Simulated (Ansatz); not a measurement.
# Be6S: the cost of one run

Program: Ansatz 0.2.0. Level of theory: DFT PBE, scalar-relativistic, plane waves, PAW, unless a step names another level. These are calculated values, not measurements.

12 further runs of the same task are left out: 12 set aside as unsound or not needed.

## (1) Plan

Pauling electronegativities: Be 1.57, S 2.58 (spread 1.01). No set of common oxidation states balances it. Tabulated atomic sizes suggest about 9 Å³/atom. 24 candidates were drawn, by swapping species into database cells of other compounds, at random by space group and Wyckoff sites, or by hand, as the table says:

```
name                                                                      made from  space group no.         Wyckoff sites  atoms (primitive cell)  V (Å³/atom)
 c01                    built by hand: Segregated hexagonal Be bilayer with S sheet              157   Be 1a, 3c, 2b; S 1a                       7          9.7
 c02                                                                         random              191       Be 3f, 3g; S 1b                       7          9.6
 c03                                                                         random              166          Be 18h; S 3a                       7         10.4
 c04                                                                         random              229          Be 12d; S 2a                       7         10.6
 c05                                                                         random              221       Be 3d, 3c; S 1a                       7         10.3
 c06                                                                         random              123   Be 1c, 4i, 1a; S 1b                       7         11.1
 c07                                                                         random               42   Be 8c, 8b, 8c; S 4a                       7         10.6
 c08                                                                         random              166          Be 18g; S 3b                       7         10.6
 c09                                                                         random               99   Be 4e, 1b, 1b; S 1a                       7         11.2
 c10                                                          database cell of TcF6              139       Be 8i, 4e; S 2a                       7         12.8
 c11                                            built by hand: Ti6O-like filled hcp              162           Be 6k; S 1a                       7          9.2
 c12                                                                         random              225          Be 24e; S 4b                       7         10.1
 c13                                                            built by hand: CaB6              221           Be 6f; S 1a                       7         11.4
 c14                                                          database cell of Ti6O              162           Be 6k; S 1a                       7         10.8
 c15                  built by hand: Tetragonal Be slab with S layers (fcc-derived)              123   Be 4i, 1b, 1d; S 1a                       7          9.2
 c16  built by hand: Body-centred stacking variant of the Be slab/S layer structure              139       Be 8g, 4e; S 2a                       7          9.2
 c17                                                                         random              216  Be 16e, 4b, 4c; S 4d                       7         11.1
 c18                                                          database cell of TeF6              148          Be 18f; S 3a                       7          9.2
 c19                                                                         random               71       Be 4j, 8n; S 2c                       7         10.0
 c20                                                                         random              225          Be 24e; S 4a                       7         10.7
 c21                                                                         random              123       Be 4o, 2f; S 1a                       7         10.2
 c22                                                                         random               35   Be 2b, 8f, 2a; S 2a                       7         11.3
 c23                                                                         random              191           Be 6j; S 1a                       7         11.5
 c24                                                          database cell of GdB6              221           Be 6f; S 1a                       7          9.0
```

## (2) Screening run of c16

input.yaml reads:

```yaml
crystal:
  lattice:
    - [-1.725, 1.725, 5.4]
    - [1.725, -1.725, 5.4]
    - [1.725, 1.725, -5.4]
  atoms:
    - { symbol: Be, position: [0.375, 0.875, 0.5] }
    - { symbol: Be, position: [0.75, 0.75, 0.0] }
    - { symbol: Be, position: [0.875, 0.375, 0.5] }
    - { symbol: Be, position: [0.625, 0.125, 0.5] }
    - { symbol: Be, position: [0.125, 0.625, 0.5] }
    - { symbol: Be, position: [0.25, 0.25, 0.0] }
    - { symbol: S, position: [0.0, 0.0, 0.0] }
basis:
  ecutwfc: 420
kpoints:
  mp_grid: { grid: [6, 6, 6] }
hamiltonian:
  xc: pbe
scf:
  occupations: { method: gaussian, width: 0.2 }
  lower_state_search: "off"
output:
  forces: true
  stress: true
  eigenvalues: true
relax:
  adjacent_minimum: "off"
  f_tol: 0.08
  max_steps: 16
  cell: { stress_tol: 0.8 }
```

The run is started by

```bash
$ ansatz run input.yaml --threads 1 --pin off --max-ram 2560MiB --backend cpu --events-out ev --progress --plain --runs-dir out
```

**Question.** How long does this run take on 1 thread of Intel Xeon at 2.50GHz (Skylake/Cascade Lake), shared host, and how much memory does it need?

About 29 s, with a peak of 0.36 GiB.
